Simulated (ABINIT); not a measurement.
# GdO (Pm-3m) in ABINIT: notebook

Aim: see how the results for GdO move with the level of theory and the settings. Levels: PBE+U, PBEsol+U, LDA+U. Tasks: single point.

All numbers are computed with ABINIT 10.8.3 (patched build); they aren't measurements. Logs are shortened: lines on timing, memory, paths and dates and some standing lists are left out, and cuts for length are marked. The log counts tension as positive stress, the text compression.

## (1) The structure

It takes space group Pm-3m (No. 221, cubic). Conventional cell: a = 2.802 Å, b = 2.802 Å, c = 2.802 Å, α = 90.00°, β = 90.00°, γ = 90.00°. Around Gd (site symmetry m-3m) lie 8 O at 2.43 Å. O (site symmetry m-3m) has 8 Gd at 2.43 Å as nearest neighbours.

The cell comes from a database or a generator and needn't be the stable form of this composition.

## (2) Single point, PBE+U, collinear spin, ferromagnetic start

Input file run.abi:

```
# Pseudopotentials
pp_dirpath "./"
pseudos "Gd.GGA_PBE-ansatz.xml, O.GGA_PBE-ansatz.xml"

# Structure
acell 2.80181376 2.80181376 2.80181376 Angstrom
rprim
     1.0000000000     0.0000000000     0.0000000000
     0.0000000000     1.0000000000     0.0000000000
     0.0000000000     0.0000000000     1.0000000000
ntypat 2
znucl 64 8
natom 2
typat 1 2
xcart
     0.0000000000     0.0000000000     0.0000000000
     2.6473303293     2.6473303293     2.6473303293

# Plane-wave basis
ecut 16.0
pawecutdg 32.0
pawxcdev 0

# k points
kptopt 1
ngkpt 7 7 7
nshiftk 1
shiftk 0.0 0.0 0.0

# Exchange and correlation
ixc 11

# Bands and occupations
nband 21
occopt 7
tsmear 0.00183747

# Spin
nsppol 2
spinat
     0.0000000000     0.0000000000     7.0000000000
     0.0000000000     0.0000000000     0.0000000000

# DFT+U
usepawu 1
lpawu 3 -1
upawu 3.0 0.0 eV
jpawu 0.0 0.0 eV

# SCF cycle
nstep 100
tolvrs 1.0e-9

# Output
iomode 3
prtwf 0
prtden 0
prteig 0
prtebands 0
enunit 2
```

Potentials or basis: Ansatz PAW PBE default generated set, frozen core.

Started as:

```bash
abinit run.abi > log 2>&1
```

run.abo:

```text
[... set-up lines left out ...]
 ETOT  1  -134.87017048515    -1.349E+02 1.718E+01 8.236E+01 5.217E+00 5.217E+00
 ETOT  2  -137.08592086872    -2.216E+00 9.313E-01 2.169E+03 5.206E+00 1.119E-02
 ETOT  3  -131.91139602400     5.175E+00 3.828E-01 1.656E+03 1.142E-02 2.261E-02
 ETOT  4  -128.31555468188     3.596E+00 5.733E+00 2.450E+02 5.982E+00 6.005E+00
 ETOT  5  -132.48652669167    -4.171E+00 1.632E+00 3.152E+03 5.593E+00 4.120E-01
 ETOT  6  -131.10609957521     1.380E+00 7.194E-01 2.728E+03 3.698E-01 7.818E-01
 ETOT  7  -128.62428732524     2.482E+00 9.067E-01 1.186E+02 6.101E+00 6.883E+00
 ETOT  8  -128.92982951041    -3.055E-01 1.005E-01 1.870E+02 6.959E-01 6.187E+00
 ETOT  9  -128.82381121526     1.060E-01 5.611E-02 1.142E+02 6.742E-01 6.861E+00
 ETOT 10  -129.27821861923    -4.544E-01 1.160E-01 3.499E+02 1.215E+00 5.646E+00
[... 22 lines left out ...]
 ETOT 33  -128.81735614797    -5.999E-06 1.188E-05 1.877E-03 8.147E-04 7.160E+00
 ETOT 34  -128.81734839163     7.756E-06 5.209E-05 2.643E-05 2.497E-04 7.160E+00
 ETOT 35  -128.81734930199    -9.104E-07 1.527E-05 5.989E-05 3.024E-04 7.160E+00
 ETOT 36  -128.81734909717     2.048E-07 1.506E-05 6.372E-06 4.477E-05 7.160E+00
 ETOT 37  -128.81734912361    -2.644E-08 1.105E-06 1.757E-06 2.341E-05 7.160E+00
 ETOT 38  -128.81734912515    -1.542E-09 4.507E-06 3.460E-08 1.414E-05 7.160E+00
 ETOT 39  -128.81734912930    -4.150E-09 1.857E-07 3.600E-08 8.901E-06 7.160E+00
 ETOT 40  -128.81734912944    -1.471E-10 7.831E-07 4.129E-08 1.003E-06 7.160E+00
 ETOT 41  -128.81734912920     2.423E-10 4.767E-08 3.062E-09 6.052E-07 7.160E+00
 ETOT 42  -128.81734912918     2.299E-11 2.524E-07 1.544E-10 1.297E-07 7.160E+00

 At SCF step   42       nres2   =  1.54E-10 < tolvrs=  1.00E-09 =>converged.

 Cartesian components of stress tensor (hartree/bohr^3)
  sigma(1 1)= -1.68465040E-03  sigma(3 2)=  0.00000000E+00
  sigma(2 2)= -1.68465040E-03  sigma(3 1)=  0.00000000E+00
  sigma(3 3)= -1.68465040E-03  sigma(2 1)=  0.00000000E+00

--- !ResultsGS
iteration_state: {dtset: 1, }
comment   : Summary of ground state results
lattice_vectors:
- [  5.2946607,   0.0000000,   0.0000000, ]
- [  0.0000000,   5.2946607,   0.0000000, ]
- [  0.0000000,   0.0000000,   5.2946607, ]
lattice_lengths: [   5.29466,    5.29466,    5.29466, ]
lattice_angles: [ 90.000,  90.000,  90.000, ] # degrees, (23, 13, 12)
lattice_volume:   1.4842751E+02
convergence: {deltae:  2.299E-11, res2:  1.544E-10, residm:  2.524E-07, diffor: null, }
etotal    :  -1.28817349E+02
entropy   :   0.00000000E+00
fermie    :   4.75653751E-01
cartesian_stress_tensor: # hartree/bohr^3
- [ -1.68465040E-03,   0.00000000E+00,   0.00000000E+00, ]
- [  0.00000000E+00,  -1.68465040E-03,   0.00000000E+00, ]
- [  0.00000000E+00,   0.00000000E+00,  -1.68465040E-03, ]
pressure_GPa:   4.9564E+01
xred      :
- [  0.0000E+00,   0.0000E+00,   0.0000E+00, Gd]
- [  5.0000E-01,   5.0000E-01,   5.0000E-01,  O]
cartesian_forces: # hartree/bohr
- [ -0.00000000E+00,  -0.00000000E+00,  -0.00000000E+00, ]
- [ -0.00000000E+00,  -0.00000000E+00,  -0.00000000E+00, ]
force_length_stats: {min:   0.00000000E+00, max:   0.00000000E+00, mean:   0.00000000E+00, }
...

 Integrated electronic and magnetization densities in atomic spheres:
 ------------------------------------------------------------------------------------------------------------
 Radius=ratsph(iatom), smearing ratsm=  0.0000. Diff(up-dn)=approximate z local magnetic moment.
    Atom    Radius    up_density   dn_density  Total(up+dn)  Diff(up-dn)
    1 Gd   2.63806    11.790965     4.630559     16.421524     7.160406
    2  O   1.79524     2.886981     2.899150      5.786131    -0.012170
 ------------------------------------------------------------------------------------------------------------
  Sum:                14.677946     7.529709     22.207655     7.148236
 Total magnetization (from the atomic spheres):                7.148236
 Total magnetization (exact up - dn):                          7.224490

 ---------- DFT+U DATA ---------------------------------------------------

 ====== For Atom     1, occupations for correlated orbitals. lpawu =   3

 Atom   1. Occ. for lpawu and for spin  1 =   6.97322
 Atom   1. Occ. for lpawu and for spin  2 =   0.12273
 => On atom   1,  local Mag. for lpawu is       -6.850496

 == Occupation matrix for correlated orbitals:

 Occupation matrix for spin  1
     0.99444    0.00000    0.00049    0.00000    0.00000    0.00000    0.00000
     0.00000    1.00734    0.00000    0.00000    0.00000    0.00000    0.00000
     0.00049    0.00000    0.99419    0.00000    0.00000    0.00000    0.00000
     0.00000    0.00000    0.00000    0.99482    0.00000    0.00000    0.00000
     0.00000    0.00000    0.00000    0.00000    0.99419    0.00000   -0.00049
     0.00000    0.00000    0.00000    0.00000    0.00000    0.99381    0.00000
     0.00000    0.00000    0.00000    0.00000   -0.00049    0.00000    0.99444

 Occupation matrix for spin  2
     0.01749    0.00000    0.00606    0.00000    0.00000    0.00000    0.00000
     0.00000    0.02719    0.00000    0.00000    0.00000    0.00000    0.00000
     0.00606    0.00000    0.01436    0.00000    0.00000    0.00000    0.00000
     0.00000    0.00000    0.00000    0.02218    0.00000    0.00000    0.00000
     0.00000    0.00000    0.00000    0.00000    0.01436    0.00000   -0.00606
     0.00000    0.00000    0.00000    0.00000    0.00000    0.00967    0.00000
     0.00000    0.00000    0.00000    0.00000   -0.00606    0.00000    0.01749

================================================================================

 ----iterations are completed or convergence reached----

 Mean square residual over all n,k,spin=   31.265E-11; max=  25.243E-08
 reduced coordinates (array xred) for    2 atoms
       0.000000000000      0.000000000000      0.000000000000
       0.500000000000      0.500000000000      0.500000000000
 rms dE/dt=  0.0000E+00; max dE/dt=  0.0000E+00; dE/dt below (all hartree)
    1       0.000000000000      0.000000000000      0.000000000000
    2       0.000000000000      0.000000000000      0.000000000000

 cartesian coordinates (angstrom) at end:
    1      0.00000000000000     0.00000000000000     0.00000000000000
    2      1.40090688000000     1.40090688000000     1.40090688000000

 cartesian forces (hartree/bohr) at end:
    1     -0.00000000000000    -0.00000000000000    -0.00000000000000
    2     -0.00000000000000    -0.00000000000000    -0.00000000000000
 frms,max,avg= 0.0000000E+00 0.0000000E+00   0.000E+00  0.000E+00  0.000E+00 h/b

 cartesian forces (eV/Angstrom) at end:
    1     -0.00000000000000    -0.00000000000000    -0.00000000000000
    2     -0.00000000000000    -0.00000000000000    -0.00000000000000
 frms,max,avg= 0.0000000E+00 0.0000000E+00   0.000E+00  0.000E+00  0.000E+00 e/A
 length scales=  5.294660662200  5.294660662200  5.294660662200 bohr
              =  2.801813760000  2.801813760000  2.801813760000 angstroms
 Fermi (or HOMO) energy (hartree) =   0.47565   Average Vxc (hartree)=  -0.49326
 Magnetization (Bohr magneton)=  7.22448980E+00
 Total spin up =  1.56122449E+01   Total spin down =  8.38775510E+00
 Eigenvalues (hartree) for nkpt=  20  k points, SPIN UP:
 kpt#   1, nband= 21, wtk=  0.00292, kpt=  0.0000  0.0000  0.0000 (reduced coord)
  -1.22284   -0.34247   -0.34247   -0.34247   -0.30582    0.22760    0.22760    0.22760
   0.23255    0.23255    0.23255    0.24026    0.32346    0.32346    0.32346    0.34738
   0.34738    0.57962    0.74990    0.74990    0.74990
      occupation numbers for kpt#   1
   1.00000    1.00000    1.00000    1.00000    1.00000    1.00000    1.00000    1.00000
   1.00000    1.00000    1.00000    1.00000    1.00000    1.00000    1.00000    1.00000
   1.00000    0.00000    0.00000    0.00000    0.00000
 prteigrs : prtvol=0 or 1, do not print more k-points.

 Eigenvalues (hartree) for nkpt=  20  k points, SPIN DOWN:
 kpt#   1, nband= 21, wtk=  0.00292, kpt=  0.0000  0.0000  0.0000 (reduced coord)
  -1.11290   -0.30121   -0.25544   -0.25544   -0.25544    0.30688    0.30688    0.30688
   0.38748    0.38748    0.52968    0.52968    0.52968    0.54393    0.55211    0.55211
   0.55211    0.61574    0.80162    0.80162    0.80162
      occupation numbers for kpt#   1
   1.00000    1.00000    1.00000    1.00000    1.00000    1.00000    1.00000    1.00000
   1.00000    1.00000    0.00000    0.00000    0.00000    0.00000    0.00000    0.00000
   0.00000    0.00000    0.00000    0.00000    0.00000
 prteigrs : prtvol=0 or 1, do not print more k-points.

 Fermi (or HOMO) energy (eV) =  12.94320   Average Vxc (eV)= -13.42216
 Eigenvalues (   eV  ) for nkpt=  20  k points, SPIN UP:
 kpt#   1, nband= 21, wtk=  0.00292, kpt=  0.0000  0.0000  0.0000 (reduced coord)
 -33.27522   -9.31907   -9.31907   -9.31907   -8.32168    6.19331    6.19331    6.19331
   6.32791    6.32791    6.32791    6.53782    8.80193    8.80193    8.80193    9.45264
   9.45264   15.77223   20.40583   20.40583   20.40583
 prteigrs : prtvol=0 or 1, do not print more k-points.

 Eigenvalues (   eV  ) for nkpt=  20  k points, SPIN DOWN:
 kpt#   1, nband= 21, wtk=  0.00292, kpt=  0.0000  0.0000  0.0000 (reduced coord)
 -30.28359   -8.19642   -6.95092   -6.95092   -6.95092    8.35065    8.35065    8.35065
  10.54383   10.54383   14.41324   14.41324   14.41324   14.80110   15.02379   15.02379
  15.02379   16.75507   21.81329   21.81329   21.81329
 prteigrs : prtvol=0 or 1, do not print more k-points.

--- !EnergyTerms
iteration_state     : {dtset: 1, }
comment             : Components of total free energy in Hartree
kinetic             :  2.19860507861146E+01
hartree             :  2.34084133491986E+01
xc                  : -1.15715298086441E+01
Ewald energy        : -1.12816036603443E+02
psp_core            :  9.50396338961363E+00
local_psp           : -6.38689493111277E+01
PAW spherical_terms :  4.54077058232789E+00
internal            : -1.28817317615960E+02
'-kT*entropy'       : -2.60783975786330E-05
total_energy        : -1.28817343694358E+02
total_energy_eV     : -3.50529849444845E+03
...

--- !EnergyTermsDC
iteration_state     : {dtset: 1, }
comment             : '"Double-counting" decomposition of free energy'
band_energy         : -1.35808583221061E+00
Ewald energy        : -1.12816036603443E+02
psp_core            :  9.50396338961363E+00
xc_dc               : -2.18316190278704E+01
PAW spherical_terms : -2.31554497687032E+00
internal            : -1.28817323050781E+02
'-kT*entropy'       : -2.60783975786330E-05
total_energy_dc     : -1.28817349129178E+02
total_energy_dc_eV  : -3.50529864233746E+03
...

--- !EnergyTermsWithPAWCore
iteration_state     : {dtset: 1, }
comment             : 'Components of total free energy, including PAW core contributions'
Total energy        : -1.06940538202268E+04
Total energy DC     : -1.06940538256616E+04
Total energy (eV)   : -2.91000029037501E+05
Total energy DC (eV): -2.91000029185390E+05
...

 Cartesian components of stress tensor (hartree/bohr^3)
  sigma(1 1)= -1.68465040E-03  sigma(3 2)=  0.00000000E+00
  sigma(2 2)= -1.68465040E-03  sigma(3 1)=  0.00000000E+00
  sigma(3 3)= -1.68465040E-03  sigma(2 1)=  0.00000000E+00

-Cartesian components of stress tensor (GPa)         [Pressure=  4.9564E+01 GPa]
- sigma(1 1)= -4.95641259E+01  sigma(3 2)=  0.00000000E+00
- sigma(2 2)= -4.95641259E+01  sigma(3 1)=  0.00000000E+00
- sigma(3 3)= -4.95641259E+01  sigma(2 1)=  0.00000000E+00

== END DATASET(S) ==============================================================
================================================================================

 -outvars: echo values of variables after computation  --------
            acell      5.2946606622E+00  5.2946606622E+00  5.2946606622E+00 Bohr
           etotal     -1.2881734913E+02
            fcart     -0.0000000000E+00 -0.0000000000E+00 -0.0000000000E+00
                      -0.0000000000E+00 -0.0000000000E+00 -0.0000000000E+00
           strten     -1.6846503984E-03 -1.6846503984E-03 -1.6846503984E-03
                       0.0000000000E+00  0.0000000000E+00  0.0000000000E+00
           xangst      0.0000000000E+00  0.0000000000E+00  0.0000000000E+00
                       1.4009068800E+00  1.4009068800E+00  1.4009068800E+00
             xred      0.0000000000E+00  0.0000000000E+00  0.0000000000E+00
                       5.0000000000E-01  5.0000000000E-01  5.0000000000E-01
 Calculation completed.
```

Run time: 1.8 min. Hardware: 1 thread of Arm Neoverse V2, shared host; peak memory 0.3 GiB.

What came out:

```yaml
Free_energy: -3505.2986 eV
Pressure: 49.6 GPa
Band_gap_on_the_k_mesh: none (metal or under the smearing width)
Net_moment: 7.22 μB per cell
Site_moments: Gd +7.16; O -0.01 μB
Valence_electrons_inside_the_program's_atomic_spheres: Gd 16.42; O 5.79
```

Eigenvalues of the final occupation matrices:
```
  site  spin  trace                         eigenvalues
atom 1     1   6.97  0.99 0.99 0.99 0.99 0.99 0.99 1.01
atom 1     2   0.12  0.01 0.01 0.01 0.02 0.02 0.02 0.03
```

Caveat: a pressure of tens of GPa on the cell as given is suspect, and the run, the potentials or the cell itself is likely at fault; spin-orbit coupling is left out, which moves the levels of the heavy elements; a cell with one magnetic atom can't hold antiferromagnetic order, which such compounds often take. The state reached can hang on the start; a lower one may exist.

(Continued in part 2 of 2.)
